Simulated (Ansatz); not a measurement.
# SbPb27S26 (Galena): the cost of one run

Program: Ansatz 0.2.0. Level of theory: DFT, PBE, plane-wave PAW, default files, scalar-relativistic, as far as a step names no other. These are calculated values, not measurements.

The COD entry's cell or inner coordinates are ideal or old and differ from later refinements, so a difference from it is no clean test against experiment.

## Step 1: The structure to begin with

The structure is cubic, space group Fm-3m (No. 225). The conventional cell has a = 17.794 Å, b = 17.794 Å, c = 17.794 Å, α = 90.00°, β = 90.00°, γ = 90.00°. Around Pb (site symmetry 3m) lie 6 S at 2.97 Å. Pb (site symmetry 4mm) is surrounded by 5 S at 2.97 Å and 1 Sb at 2.97 Å. Pb (site symmetry mm2) has 6 S at 2.97 Å as nearest neighbours. Pb (site symmetry m-3m) has 6 S at 2.97 Å as nearest neighbours. Sb (site symmetry m-3m) is surrounded by 6 Pb at 2.97 Å. S (site symmetry mm2) is surrounded by 6 Pb at 2.97 Å. Around S (site symmetry 3m) lie 6 Pb at 2.97 Å. S (site symmetry 4mm) has 6 Pb at 2.97 Å as nearest neighbours.

Coordinates:

```cif
data_structure
_symmetry_space_group_name_H-M 'Fm-3m'
_symmetry_Int_Tables_number 225
_cell_length_a 17.7945
_cell_length_b 17.7945
_cell_length_c 17.7945
_cell_angle_alpha 90.000
_cell_angle_beta 90.000
_cell_angle_gamma 90.000
_cell_volume 5634.53
loop_
_atom_site_label
_atom_site_type_symbol
_atom_site_symmetry_multiplicity
_atom_site_Wyckoff_symbol
_atom_site_fract_x
_atom_site_fract_y
_atom_site_fract_z
_atom_site_occupancy
Pb1 Pb 32 f 0.33333 0.83333 0.83333 1
Pb2 Pb 24 e 0.50000 0.00000 0.83333 1
Pb3 Pb 48 h 0.33333 0.16667 0.50000 1
Pb4 Pb 4 a 0.50000 0.00000 0.50000 1
Sb1 Sb 4 b 0.50000 0.50000 0.50000 1
S1 S 48 i 0.66667 0.66667 0.50000 1
S2 S 32 f 0.83333 0.66667 0.66667 1
S3 S 24 e 0.00000 0.00000 0.83333 1
```

Atom 28 of the input is the impurity.

## Step 2: Gradients at the starting positions

The input, input.yaml:

```yaml
crystal:
  lattice:
    - [0.0, 8.89725, 8.89725]
    - [8.89725, 0.0, 8.89725]
    - [8.89725, 8.89725, 0.0]
  atoms:
    - { symbol: Pb, position: [0.0, 0.0, 0.0] }
    - { symbol: Pb, position: [0.0, 0.0, 0.3333333333] }
    - { symbol: Pb, position: [0.0, 0.0, 0.6666666667] }
    - { symbol: Pb, position: [0.0, 0.3333333333, 0.0] }
    - { symbol: Pb, position: [0.0, 0.3333333333, 0.3333333333] }
    - { symbol: Pb, position: [0.0, 0.3333333333, 0.6666666667] }
    - { symbol: Pb, position: [0.0, 0.6666666667, 0.0] }
    - { symbol: Pb, position: [0.0, 0.6666666667, 0.3333333333] }
    - { symbol: Pb, position: [0.0, 0.6666666667, 0.6666666667] }
    - { symbol: Pb, position: [0.3333333333, 0.0, 0.0] }
    - { symbol: Pb, position: [0.3333333333, 0.0, 0.3333333333] }
    - { symbol: Pb, position: [0.3333333333, 0.0, 0.6666666667] }
    - { symbol: Pb, position: [0.3333333333, 0.3333333333, 0.0] }
    - { symbol: Pb, position: [0.3333333333, 0.3333333333, 0.3333333333] }
    - { symbol: Pb, position: [0.3333333333, 0.3333333333, 0.6666666667] }
    - { symbol: Pb, position: [0.3333333333, 0.6666666667, 0.0] }
    - { symbol: Pb, position: [0.3333333333, 0.6666666667, 0.3333333333] }
    - { symbol: Pb, position: [0.3333333333, 0.6666666667, 0.6666666667] }
    - { symbol: Pb, position: [0.6666666667, 0.0, 0.0] }
    - { symbol: Pb, position: [0.6666666667, 0.0, 0.3333333333] }
    - { symbol: Pb, position: [0.6666666667, 0.0, 0.6666666667] }
    - { symbol: Pb, position: [0.6666666667, 0.3333333333, 0.0] }
    - { symbol: Pb, position: [0.6666666667, 0.3333333333, 0.3333333333] }
    - { symbol: Pb, position: [0.6666666667, 0.3333333333, 0.6666666667] }
    - { symbol: Pb, position: [0.6666666667, 0.6666666667, 0.0] }
    - { symbol: Pb, position: [0.6666666667, 0.6666666667, 0.3333333333] }
    - { symbol: Pb, position: [0.6666666667, 0.6666666667, 0.6666666667] }
    - { symbol: Sb, position: [0.1666666667, 0.1666666667, 0.1666666667] }
    - { symbol: S, position: [0.1666666667, 0.1666666667, 0.5] }
    - { symbol: S, position: [0.1666666667, 0.1666666667, 0.8333333333] }
    - { symbol: S, position: [0.1666666667, 0.5, 0.1666666667] }
    - { symbol: S, position: [0.1666666667, 0.5, 0.5] }
    - { symbol: S, position: [0.1666666667, 0.5, 0.8333333333] }
    - { symbol: S, position: [0.1666666667, 0.8333333333, 0.1666666667] }
    - { symbol: S, position: [0.1666666667, 0.8333333333, 0.5] }
    - { symbol: S, position: [0.1666666667, 0.8333333333, 0.8333333333] }
    - { symbol: S, position: [0.5, 0.1666666667, 0.1666666667] }
    - { symbol: S, position: [0.5, 0.1666666667, 0.5] }
    - { symbol: S, position: [0.5, 0.1666666667, 0.8333333333] }
    - { symbol: S, position: [0.5, 0.5, 0.1666666667] }
    - { symbol: S, position: [0.5, 0.5, 0.5] }
    - { symbol: S, position: [0.5, 0.5, 0.8333333333] }
    - { symbol: S, position: [0.5, 0.8333333333, 0.1666666667] }
    - { symbol: S, position: [0.5, 0.8333333333, 0.5] }
    - { symbol: S, position: [0.5, 0.8333333333, 0.8333333333] }
    - { symbol: S, position: [0.8333333333, 0.1666666667, 0.1666666667] }
    - { symbol: S, position: [0.8333333333, 0.1666666667, 0.5] }
    - { symbol: S, position: [0.8333333333, 0.1666666667, 0.8333333333] }
    - { symbol: S, position: [0.8333333333, 0.5, 0.1666666667] }
    - { symbol: S, position: [0.8333333333, 0.5, 0.5] }
    - { symbol: S, position: [0.8333333333, 0.5, 0.8333333333] }
    - { symbol: S, position: [0.8333333333, 0.8333333333, 0.1666666667] }
    - { symbol: S, position: [0.8333333333, 0.8333333333, 0.5] }
    - { symbol: S, position: [0.8333333333, 0.8333333333, 0.8333333333] }
total_charge: -1
kpoints:
  mp_grid: { grid: [2, 2, 2] }
scf:
  occupations: { method: fermi_dirac, width: 0.01 }
hamiltonian:
  xc: pbe
  pseudopotentials: { kind: paw }
output:
  forces: true
  stress: true
  populations: true
  efg:
    quadrupole_moments_barn: { Sb: -0.543, S: -0.0694 }
    contact_densities: true
  write_density: true
  write_potential: true
  elf: true
  volumetric_format: npy
```

Run with:

```console
ansatz run input.yaml --threads 4 --pin off --max-ram 8192MiB --backend cpu --events-out ev --progress --plain --runs-dir out
```

**Question.** How long does this run take on 4 threads of Intel Xeon Platinum 8488C (Sapphire Rapids), shared host, and how much memory does it need?

About 34 s, with a peak of 6.5 GiB.
